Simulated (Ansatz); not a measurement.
AgRh: equation of state with r2SCAN

AgRh:

```xyz
2
Lattice="2.7776 0.0000 0.0000 -1.3888 2.4055 0.0000 0.0000 0.0000 4.8086" Properties=species:S:1:pos:R:3 pbc="T T T"
Ag    0.0000    0.0000    2.4043
Rh    1.3888    0.8018    0.0000
```

The cell comes from a database or a generator and needn't be the stable form of this composition.

```yaml
Program: Ansatz 0.2.0
Task: equation of state
Functional: r2SCAN
Potentials_or_basis: Ansatz PAW
Cutoff: 500 eV
Density_cutoff: 2000 eV
k_mesh: 11 × 11 × 6
Occupations: fermi-dirac, width 0.05 eV
Spin: no spin polarisation
```

* Equilibrium volume: 15.40 Å³/atom
* Bulk modulus at fixed shape and positions: 175 GPa
* Pressure derivative of the bulk modulus: 5.5

Energy against volume, from the lowest point:
| volume (Å³/atom) | energy (meV/atom) |
| --- | --- |
| 15.100 | 3.31 |
| 15.421 | 0.00 |
| 15.743 | 3.95 |
| 16.064 | 14.24 |
| 16.385 | 30.07 |
| 16.707 | 50.71 |
| 17.028 | 75.55 |

All runs of the series together: 41 s on 2 threads of Arm Neoverse V1, with other jobs on the host.

Caveat: the cell was scaled at fixed shape and fractional positions, which overstates the stiffness of a crystal with free parameters, most of all of layers and chains; the PAW data sets were made with another functional, which shifts forces and pressure a little.
